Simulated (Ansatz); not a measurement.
# C₂H₇InO: a ladder of functionals and wavefunction methods

The task here is to estimate one member of a computed series from the others.

Method: functionals in def2-TZVPP, the program's frozen cores in correlated methods; program: Ansatz 0.2.0, Gaussian basis.

Levels to be run: LDA (SPW92), PBE-D4, revPBE-D4, BLYP-D4, r2SCAN-D4, B97M-V, PBE0-D4, B3LYP-D4, r2SCANh-D4, r2SCAN0-D4, HSE06-D4, BHLYP-D4, CAM-B3LYP-D4, LC-ωPBE, ωB97X-V, ωB97M-V, B2PLYP, PBE-QIDH; CCSD(T)/def2-SVP; CCSD(T)/def2-TZVPP; MP2/def2-QZVPP; extrapolation to the limit; RPA on PBE.

### The geometry

All runs share one geometry, relaxed beforehand with PBE0-D4 in a triple-zeta def2 set. In takes the def2 core potential; no spin-orbit term is included.

11 atoms, charge 0, spin multiplicity 1.

Atoms are counted from 1 here; the program's logs count them from 0.

Bond lengths: C1–C2 1.523 Å, C1–H5 1.093 Å, C1–H6 1.093 Å, C1–H7 1.095 Å, C2–In3 2.159 Å, C2–H8 1.094 Å, C2–H9 1.094 Å, In3–O4 2.001 Å, In3–H10 1.713 Å, O4–H11 0.959 Å. Angles: C2–C1–H5 112.0°, C2–C1–H6 112.0°, C2–C1–H7 111.5°, H5–C1–H6 107.0°, H5–C1–H7 107.1°, H6–C1–H7 107.1°, C1–C2–In3 115.7°, C1–C2–H8 111.0°, C1–C2–H9 111.0°, In3–C2–H8 106.3°, In3–C2–H9 106.3°, H8–C2–H9 105.9°, C2–In3–O4 114.8°, C2–In3–H10 134.8°, O4–In3–H10 110.4°, In3–O4–H11 113.6°.

Set-up of the first run:

Contents of in.yaml:

```yaml
crystal:
  periodic: [false, false, false]
  atoms:
    - {symbol: C, position_ang: [-1.486025, 0.619028, 0.684000]}
    - {symbol: C, position_ang: [-0.518537, -0.416842, 0.127761]}
    - {symbol: In, position_ang: [1.409491, 0.336927, -0.483754]}
    - {symbol: O, position_ang: [2.657187, -1.045544, -1.215994]}
    - {symbol: H, position_ang: [-1.086524, 1.116151, 1.571565]}
    - {symbol: H, position_ang: [-1.711059, 1.401176, -0.045440]}
    - {symbol: H, position_ang: [-2.439389, 0.163662, 0.971928]}
    - {symbol: H, position_ang: [-0.942212, -0.920612, -0.746418]}
    - {symbol: H, position_ang: [-0.321317, -1.204150, 0.861721]}
    - {symbol: H, position_ang: [2.153919, 1.879674, -0.494442]}
    - {symbol: H, position_ang: [2.284465, -1.929441, -1.230918]}
basis:
  gaussian: {orbitals: def2-TZVPP}
hamiltonian: {xc: lda}
output: {orbitals: {seedname: orbitals}}
```

Steps of the session up to this table: LDA; PBE-D4 (GGA); revPBE-D4 (GGA); BLYP-D4 (GGA); r2SCAN-D4 (meta-GGA); B97M-V (meta-GGA); PBE0-D4 (hybrid); B3LYP-D4 (hybrid); r2SCANh-D4 (hybrid); r2SCAN0-D4 (hybrid); HSE06-D4 (hybrid); BHLYP-D4 (hybrid); CAM-B3LYP-D4 (range-separated); LC-ωPBE-D4 (range-separated; the results give it without D4); ωB97X-V (range-separated); ωB97M-V (range-separated); B2PLYP (double hybrid); PBE-QIDH (double hybrid).

One of the session's tables, all rows but one given; the rest of the session is left out.

It belongs to the step «Orbital energies across the functionals». 

```
  functional  HOMO (eV)  gap (eV)
 LDA (SPW92)      -6.26      4.20
      PBE-D4      -6.09      4.29
   revPBE-D4      -6.02      4.34
     BLYP-D4      -5.98      4.19
   r2SCAN-D4      -6.32      4.80
      B97M-V      -6.38      4.56
     PBE0-D4      -7.30      6.20
    B3LYP-D4      -7.11      5.72
  r2SCANh-D4      -6.78      5.50
  r2SCAN0-D4      -7.46      6.53
    HSE06-D4      -6.90      5.45
    BHLYP-D4      -8.42      7.90
CAM-B3LYP-D4      -8.63      8.29
     LC-ωPBE          ?         ?
     ωB97X-V      -9.59     10.20
     ωB97M-V      -9.48      9.75
```

**Question.** Estimate the row for LC-ωPBE.

As computed: HOMO (eV): -9.93; gap (eV): 10.69. In the column «HOMO (eV)» it is the lowest.
